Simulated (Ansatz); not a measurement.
# InWS4: the cost of one run

Program: Ansatz 0.2.0. Level of theory: DFT PBE, scalar-relativistic, plane waves, PAW. These are calculated values, not measurements.

1 further run of the same task is left out (set aside as unsound or not needed).

## 1. Starting point

The structure is hexagonal, space group P6mm (No. 183). The conventional cell has a = 5.942 Å, b = 5.942 Å, c = 5.048 Å, α = 90.00°, β = 90.00°, γ = 120.00°. Around In (site symmetry 6mm) lie 1 W at 2.17 Å. W (site symmetry 6mm) has 1 In at 2.17 Å as nearest neighbours. S (site symmetry 3m) is surrounded by 2 S at 2.49 to 2.56 Å.

Coordinates:

```
In W S
1.0
     5.94179    0.00000    0.00000
    -2.97089    5.14574    0.00000
     0.00000    0.00000    5.04831
In W S
1 1 4
Direct
  0.00000 0.00000 0.23108
  0.00000 0.00000 0.66110
  0.33333 0.66667 0.83547
  0.66667 0.33333 0.83547
  0.33333 0.66667 0.32860
  0.66667 0.33333 0.32860
```

A structure generator made this guess: random cell by space group and Wyckoff sites (P6mm, No. 183). Lengths come from tabulated atomic sizes and are only a guess.

## 2. Probe: one point on a coarse mesh

The input, input.yaml:

```yaml
crystal:
  lattice:
    - [5.94178845, 0.0, 0.0]
    - [-2.97089423, 5.14573974, 0.0]
    - [0.0, 0.0, 5.04831041]
  atoms:
    - { symbol: In, position: [0.0, 0.0, 0.23107917] }
    - { symbol: W, position: [0.0, 0.0, 0.66110446] }
    - { symbol: S, position: [0.33333333, 0.66666667, 0.83547446] }
    - { symbol: S, position: [0.66666667, 0.33333333, 0.83547446] }
    - { symbol: S, position: [0.33333333, 0.66666667, 0.32859581] }
    - { symbol: S, position: [0.66666667, 0.33333333, 0.32859581] }
basis:
  ecutwfc: 420
kpoints:
  mp_grid: { grid: [3, 3, 4] }
hamiltonian:
  xc: pbe
scf:
  occupations: { method: gaussian, width: 0.1 }
  lower_state_search: "off"
output:
  forces: true
  stress: true
  eigenvalues: true
```

On the command line:

```console
ansatz run input.yaml --threads 1 --pin off --max-ram 2560MiB --backend cpu --events-out ev --progress --plain --runs-dir out
```

What time and memory should one allow on 1 thread of Intel Xeon at 2.50GHz (Skylake/Cascade Lake), shared host?

About 9.2 s, with a peak of 0.39 GiB.
